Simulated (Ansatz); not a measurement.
NbTe:

```
Te Nb
1.0
     3.70297    0.00000    0.00000
    -1.85149    3.20687    0.00000
     0.00000    0.00000    3.69421
Te Nb
1 1
Direct
  0.66667 0.33333 0.00000
  0.00000 0.00000 0.50000
```

The cell comes from a database or a generator and needn't be the stable form of this composition.

* Program: Ansatz 0.2.0
* Task: relaxation of cell and atoms
* Functional: BLYP
* Potentials or basis: Ansatz PAW
* Cutoff: 420 eV (not typed: the program's choice for these potentials)
* k mesh: 8 × 8 × 7
* Occupations: fermi-dirac, width 0.05 eV
* Spin: no spin polarisation

At the start: volume 21.93 Å³/atom.

Q: How do energy, volume and symmetry change on relaxing?

A: It ends after 4 steps and the volume is 23.28 Å³/atom (+6.1 %); space group P-6m2 (No. 187, to 0.05 Å).

The path:
| step | energy change (eV) | largest force (eV/Å) | volume (Å³) |
| --- | --- | --- | --- |
| 1 | 0.0000 | 0.0000 | 43.87 |
| 2 | -0.0509 | 0.0000 | 46.71 |
| 3 | -0.0511 | 0.0000 | 46.55 |
| 4 | -0.0516 | 0.0000 | 46.55 |

Final structure:
```yaml
crystal:
  lattice:
    - [3.78947, 0.00000, 0.00000]
    - [-1.89473, 3.28177, 0.00000]
    - [0.00000, 0.00000, 3.74346]
  atoms:
    - { symbol: Te, position: [0.66667, 0.33333, 0.00000] }
    - { symbol: Nb, position: [0.00000, 0.00000, 0.50000] }
```

Caveat: the plane-wave basis is chosen anew once the cell has moved, so the energies of steps on either side of that aren't comparable; the PAW data sets come from PBE, with cores solved anew for the run's functional, which leaves a small shift of forces and pressure.
